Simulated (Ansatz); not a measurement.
Here is an Ansatz 0.2.0 calculation.

File input.yaml:

```yaml
crystal:
  lattice:
    - [1.3386, 0.77284, 3.89831]
    - [-1.3386, 0.77284, 3.89831]
    - [0.0, -1.54568, 3.89831]
  atoms:
    - { symbol: Si, position: [0.5, 0.5, 0.5] }
    - { symbol: F, position: [0.0, 0.0, 0.0] }
hamiltonian:
  xc: pbe
  pseudopotentials: { kind: paw }
kpoints:
  mp_grid: { grid: [12, 12, 12] }
  band_path:
    path:
      - [[0.0, 0.0, 0.0], [0.5, 0.0, 0.0], [0.5, 0.1928687279, -0.1928687279]]
      - [[0.8071312721, 0.5, 0.1928687279], [0.5, 0.5, 0.5], [0.0, 0.0, 0.0], [0.346434364, 0.0, -0.346434364]]
      - [[0.653565636, 0.346434364, 0.0], [0.5, 0.5, 0.0], [0.653565636, 0.653565636, 0.1928687279], [0.5, 0.5, 0.5]]
      - [[0.5, 0.0, 0.0], [0.8071312721, 0.346434364, 0.346434364]]
    npoints: 14
scf:
  occupations: { method: fermi_dirac, width: 0.05 }
  n_extra_bands: 6
output:
  forces: true
  stress: true
  eigenvalues: true
  fatbands: true
```

Potentials or basis: Ansatz PAW.

Run with:

```console
$ ansatz run input.yaml --threads 2 --pin off --max-ram 5632MiB --backend cpu --events-out ev --progress --plain --runs-dir out
```

Question: Predict the pressure.

Answer: 0.2 GPa.

Question: What does it give for the band gap on the k mesh?

Answer: None (metal or under the smearing width).

Levels at the corners of the path, in eV from the Fermi level:
| point | band 3 | band 4 | band 5 | band 6 | band 7 | band 8 | band 9 | band 10 |
| --- | --- | --- | --- | --- | --- | --- | --- | --- |
| Γ | -7.35 | -3.47 | -3.47 | 3.24 | 7.64 | 11.01 | 11.01 | 12.73 |
| L | -5.82 | -4.58 | -4.04 | -2.09 | 2.89 | 6.06 | 8.36 | 9.95 |
| B1 | -6.22 | -6.03 | -2.68 | -1.54 | -0.42 | 4.79 | 8.93 | 10.88 |
| B | -6.22 | -6.03 | -2.68 | -1.54 | -0.42 | 4.79 | 8.93 | 10.88 |
| Z | -3.48 | -3.48 | -3.28 | -0.83 | 10.65 | 10.65 | 12.03 | 13.15 |
| Γ | -7.35 | -3.47 | -3.47 | 3.24 | 7.64 | 11.01 | 11.01 | 12.73 |
| X | -6.22 | -5.81 | -2.99 | -1.05 | -0.98 | 4.73 | 9.08 | 10.75 |
| Q | -6.22 | -5.81 | -2.99 | -1.05 | -0.98 | 4.73 | 9.08 | 10.75 |
| F | -6.62 | -5.01 | -4.11 | -1.60 | 5.22 | 6.50 | 6.60 | 8.31 |
| P1 | -7.19 | -4.09 | -3.83 | -2.02 | 4.38 | 6.48 | 7.35 | 8.64 |
| Z | -3.48 | -3.48 | -3.28 | -0.83 | 10.65 | 10.65 | 12.03 | 13.15 |
| L | -5.82 | -4.58 | -4.04 | -2.09 | 2.89 | 6.06 | 8.36 | 9.95 |
| P | -7.19 | -4.09 | -3.83 | -2.02 | 4.38 | 6.48 | 7.35 | 8.64 |

Caveat: the pressure holds a Pulay correction of +0.5 GPa for the finite cutoff; an odd number of electrons without spin polarisation forces a metal; a magnetic or distorted state may lie lower.
